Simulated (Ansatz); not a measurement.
# CH6F2SiSn: a ladder of functionals and wavefunction methods

One table from this session's results is given with a row withheld; the runs are named, their logs left out.

The runs use Ansatz 0.2.0, Gaussian basis; functionals in def2-TZVPP, the program's frozen cores in correlated methods.

The runs, in order: PBE-D4, r2SCAN-D4, PBE0-D4, B3LYP-D4, ωB97X-V, ωB97M-V, B2PLYP; CCSD(T)/def2-TZVPP; MP2/def2-QZVPP; extrapolation to the limit.

## The geometry

All runs share one geometry, relaxed beforehand with PBE0-D4 in a triple-zeta def2 set. Sn takes the def2 core potential; no spin-orbit term is included.

SMILES `[CH3][SnH]([F])[SiH2]F`, 11 atoms, charge 0, spin multiplicity 1.

Atoms are counted from 1 here; the program's logs count them from 0.

Bond lengths: C1–Sn2 2.129 Å, C1–H6 1.091 Å, C1–H7 1.089 Å, C1–H8 1.090 Å, Sn2–F3 1.938 Å, Sn2–Si4 2.580 Å, Sn2–H9 1.713 Å, Si4–F5 1.606 Å, Si4–H10 1.483 Å, Si4–H11 1.486 Å. Angles: Sn2–C1–H6 110.3°, Sn2–C1–H7 109.5°, Sn2–C1–H8 108.8°, H6–C1–H7 109.3°, H6–C1–H8 109.4°, H7–C1–H8 109.5°, C1–Sn2–F3 103.8°, C1–Sn2–Si4 116.5°, C1–Sn2–H9 112.8°, F3–Sn2–Si4 104.0°, F3–Sn2–H9 103.5°, Si4–Sn2–H9 114.2°, Sn2–Si4–F5 108.4°, Sn2–Si4–H10 111.4°, Sn2–Si4–H11 111.2°, F5–Si4–H10 108.4°, F5–Si4–H11 107.6°, H10–Si4–H11 109.7°.

Coordinates:

```xyz
11
CH6F2SiSn
C    -1.19284   -0.46177    1.53176
Sn    0.45610   -0.71120    0.20776
F     1.99853   -0.31174    1.31097
Si    0.63070    0.96800   -1.74267
F    -0.08400    2.33608   -1.29979
H    -2.11907   -0.76761    1.04401
H    -1.26840    0.58443    1.82542
H    -1.02959   -1.07758    2.41601
H     0.70082   -2.34422   -0.24623
H     2.04549    1.26474   -2.07516
H    -0.07235    0.46398   -2.95148
```

The first run:

Contents of in.yaml:

```yaml
crystal:
  periodic: [false, false, false]
  atoms:
    - {symbol: C, position_ang: [-1.192845, -0.461775, 1.531761]}
    - {symbol: Sn, position_ang: [0.456104, -0.711202, 0.207764]}
    - {symbol: F, position_ang: [1.998530, -0.311738, 1.310969]}
    - {symbol: Si, position_ang: [0.630695, 0.967997, -1.742667]}
    - {symbol: F, position_ang: [-0.083996, 2.336075, -1.299794]}
    - {symbol: H, position_ang: [-2.119068, -0.767614, 1.044007]}
    - {symbol: H, position_ang: [-1.268399, 0.584427, 1.825420]}
    - {symbol: H, position_ang: [-1.029587, -1.077576, 2.416012]}
    - {symbol: H, position_ang: [0.700824, -2.344215, -0.246229]}
    - {symbol: H, position_ang: [2.045494, 1.264741, -2.075164]}
    - {symbol: H, position_ang: [-0.072352, 0.463978, -2.951480]}
basis:
  gaussian: {orbitals: def2-TZVPP}
hamiltonian: {xc: pbe, dispersion: d4}
output: {forces: true, orbitals: {seedname: orbitals}}
```

The run is started by

```bash
$ ansatz run in.yaml --threads 2 --pin off --events-out ev --progress --plain --max-ram 22528MiB --backend cpu
```

Among the steps run: PBE-D4 (GGA); r2SCAN-D4 (meta-GGA); PBE0-D4 (hybrid); B3LYP-D4 (hybrid); ωB97X-V (range-separated); ωB97M-V (range-separated); B2PLYP (double hybrid); CCSD(T) in def2-TZVPP; MP2 in def2-QZVPP.

One of the session's tables, all rows but one given; the rest of the session is left out.

It belongs to the step «Atomisation energies». 

```
            method  atomisation energy (kJ/mol)
            PBE-D4                       3670.5
         r2SCAN-D4                       3652.4
           PBE0-D4                       3612.9
          B3LYP-D4                       3635.5
           ωB97X-V                       3677.9
           ωB97M-V                       3650.4
            B2PLYP                       3602.9
     HF/def2-TZVPP                       2696.6
    MP2/def2-TZVPP                       3607.1
   CCSD/def2-TZVPP                       3526.3
CCSD(T)/def2-TZVPP                            ?
           MP2/CBS                       3717.1
       CCSD(T)/CBS                       3684.1
```

Estimate the missing values for CCSD(T)/def2-TZVPP.

As computed: atomisation energy (kJ/mol): 3574.2. In the column «atomisation energy (kJ/mol)» it lies between CCSD/def2-TZVPP (3526.3) and B2PLYP (3602.9).
